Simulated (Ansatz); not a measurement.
Write a Python script for the Python package of Ansatz (0.2.0) that makes a geometry optimisation of CH8AlB2N, SMILES CB[BH][AlH][NH2]. Level of theory: PBE0, 6-31G* basis, multiplicity 1.

```xyz
13

C    -0.9701   -0.0601   -1.4947
B    -0.4854   -1.4011   -0.9394
B     0.4597   -1.4736    0.3933
Al    1.1868    0.2167    1.4442
N     0.5710    1.9425    0.8691
H    -0.1624    0.6558   -1.7701
H    -1.6216    0.4855   -0.7373
H    -1.5896   -0.1821   -2.4217
H    -0.7711   -2.3854   -1.4450
H     0.8636   -2.5304    0.8079
H     2.0588    0.0428    2.7371
H     0.9976    2.6343    1.5856
H    -0.5169    2.0204    0.9858
```

Script `opt_ch8alb2n.py`:
```python
# -*- coding: utf-8 -*-
"""Minimum-energy structure of CH8AlB2N."""

import itertools

import ansatz as az
from ase.data import atomic_numbers, covalent_radii
import numpy as np
import pandas as pd

GEOMETRY = """
C    -0.97010   -0.06010   -1.49470
B    -0.48540   -1.40110   -0.93940
B     0.45970   -1.47360    0.39330
Al    1.18680    0.21670    1.44420
N     0.57100    1.94250    0.86910
H    -0.16240    0.65580   -1.77010
H    -1.62160    0.48550   -0.73730
H    -1.58960   -0.18210   -2.42170
H    -0.77110   -2.38540   -1.44500
H     0.86360   -2.53040    0.80790
H     2.05880    0.04280    2.73710
H     0.99760    2.63430    1.58560
H    -0.51690    2.02040    0.98580
"""

molecule = az.Crystal.molecule()
for line in GEOMETRY.strip().splitlines():
    symbol, *xyz = line.split()
    molecule = molecule.atom(symbol, [float(v) for v in xyz])

base = molecule.calculation().basis(gaussian="6-31G*").functional("pbe0")
symbols = [site.symbol for site in molecule.cartesian_sites]
start = np.array([site.position_ang for site in molecule.cartesian_sites], dtype=float)
def progress(event):
    if event["event"] == "relax_step":
        row = event["data"]
        print(f"step {row['step']:3d}  E = {row['lagrangian_ev']:.6f} eV  largest force component {row['allowed_force_max_ev_ang']:.4f} eV/A")


report = base.relax(force_tolerance=0.02).session().plan().execute(on_event=progress).report
end = np.array(report["positions_ang"])

print(f"E = {report['free_energy_ev']:.6f} eV = {report['free_energy_ev'] / 27.211386246:.7f} Ha")
print("converged:", report["converged"], " doubts:", report["published_state_doubts"] or "none")

# pairs closer than 1.2 times the sum of covalent radii, before or after
radius = [covalent_radii[atomic_numbers[s]] for s in symbols]
span = lambda where, i, j: np.linalg.norm(where[i] - where[j])
bonded = [(i, j) for i, j in itertools.combinations(range(len(symbols)), 2) if min(span(start, i, j), span(end, i, j)) < 1.2 * (radius[i] + radius[j])]
print("pair        before    after (A)")
for i, j in bonded:
    print(f"{symbols[i]}{i}-{symbols[j]}{j}".ljust(10), f"{span(start, i, j):8.4f} {span(end, i, j):8.4f}")

charges = report["charge_distribution"]
table = pd.DataFrame({"atom": symbols, "mulliken": charges["mulliken_charges_e"], "lowdin": charges["lowdin_charges_e"]})
print(table.round(3).to_string())
print("dipole (e A):", np.round(charges["dipole_moment_e_ang"], 4) + 0.0)
with open("ch8alb2n_opt.xyz", "w") as handle:
    handle.write(f"{len(symbols)}\nrelaxed CH8AlB2N\n")
    handle.writelines(f"{s:2s} {x:11.6f} {y:11.6f} {z:11.6f}\n" for s, (x, y, z) in zip(symbols, end))
```

Running `python opt_ch8alb2n.py` prints:
```text
step   1  E = -10595.636564 eV  largest force component 2.7241 eV/A
step   2  E = -10596.257594 eV  largest force component 2.1233 eV/A
step   3  E = -10596.383215 eV  largest force component 2.7230 eV/A
step   4  E = -10596.608123 eV  largest force component 0.8768 eV/A
step   5  E = -10596.697299 eV  largest force component 0.1595 eV/A
step   6  E = -10596.781975 eV  largest force component 0.4155 eV/A
step   7  E = -10596.904842 eV  largest force component 0.6547 eV/A
step   8  E = -10597.031112 eV  largest force component 0.5874 eV/A
step   9  E = -10597.170314 eV  largest force component 0.4189 eV/A
step  10  E = -10597.275192 eV  largest force component 0.6378 eV/A
step  11  E = -10597.344943 eV  largest force component 0.4410 eV/A
step  12  E = -10597.397589 eV  largest force component 0.3104 eV/A
step  13  E = -10597.406309 eV  largest force component 0.4716 eV/A
step  14  E = -10597.431939 eV  largest force component 0.4870 eV/A
step  15  E = -10597.421005 eV  largest force component 0.6600 eV/A
step  16  E = -10597.453065 eV  largest force component 0.3251 eV/A
step  17  E = -10597.462305 eV  largest force component 0.1525 eV/A
step  18  E = -10597.468878 eV  largest force component 0.0888 eV/A
step  19  E = -10597.471624 eV  largest force component 0.1069 eV/A
step  20  E = -10597.474319 eV  largest force component 0.1107 eV/A
step  21  E = -10597.476411 eV  largest force component 0.2354 eV/A
step  22  E = -10597.478945 eV  largest force component 0.0805 eV/A
step  23  E = -10597.480091 eV  largest force component 0.0799 eV/A
step  24  E = -10597.481016 eV  largest force component 0.1163 eV/A
step  25  E = -10597.481843 eV  largest force component 0.0775 eV/A
step  26  E = -10597.482344 eV  largest force component 0.0757 eV/A
step  27  E = -10597.482762 eV  largest force component 0.0872 eV/A
step  28  E = -10597.483332 eV  largest force component 0.0594 eV/A
step  29  E = -10597.483525 eV  largest force component 0.0514 eV/A
step  30  E = -10597.483850 eV  largest force component 0.0478 eV/A
step  31  E = -10597.483977 eV  largest force component 0.0314 eV/A
step  32  E = -10597.484031 eV  largest force component 0.0193 eV/A
E = -10597.484064 eV = -389.4503561 Ha
converged: True  doubts: none
pair        before    after (A)
C0-B1        1.5302   1.5768
C0-H5        1.1139   1.0941
C0-H6        1.1383   1.0984
C0-H7        1.1216   1.1001
B1-B2        1.6354   1.6175
B1-H8        1.1428   1.2154
B2-Al3       2.1190   2.1445
B2-H9        1.2049   1.2021
Al3-N4       1.9205   1.7831
Al3-H10      1.5691   1.5988
N4-H11       1.0835   1.0114
N4-H12       1.0969   1.0108
   atom  mulliken  lowdin
0     C    -0.676  -0.367
1     B     0.117  -0.175
2     B    -0.145  -0.151
3    Al     0.473   0.142
4     N    -0.933  -0.445
5     H     0.173   0.134
6     H     0.188   0.156
7     H     0.190   0.162
8     H    -0.003   0.066
9     H     0.038   0.088
10    H    -0.110  -0.087
11    H     0.347   0.240
12    H     0.341   0.237
dipole (e A): [ 0.0376  0.3025 -0.1764]
```

`ch8alb2n_opt.xyz`, as written:
```text
13
relaxed CH8AlB2N
C    -1.267304   -0.368894   -1.855798
B    -0.593508   -1.218072   -0.710715
B     0.855257   -1.061862   -0.008620
Al    0.881536    0.195404    1.728447
N     1.029437    1.964459    1.561336
H    -0.663823    0.445735   -2.267250
H    -2.229629    0.041810   -1.521629
H    -1.517448   -1.054573   -2.678945
H    -1.289825   -2.076944   -0.206028
H     1.873689   -1.634167   -0.292132
H     0.756433   -0.343281    3.228594
H     1.077435    2.601407    2.345511
H     1.108149    2.474276    0.692029
```

Notes:
- Total energies depend on the basis set; only differences at equal settings carry meaning.
- The end point is the stationary point reached from this start; no frequency run checks that it is a minimum, and the basis set is modest.
- The Löwdin charges here are taken after orthogonalising the functions within each atom; they differ from plain Löwdin charges, and their signs can be unphysical.
- Finished in 2.2 min on 1 thread of Intel(R) Xeon(R) Platinum 8488C (Sapphire Rapids), on a shared host, peak memory 0.32 GiB.

(A comment or docstring line of the script was reworded after the run, the code is as it ran; lines on the test bed's own set-up are left out of the output.)
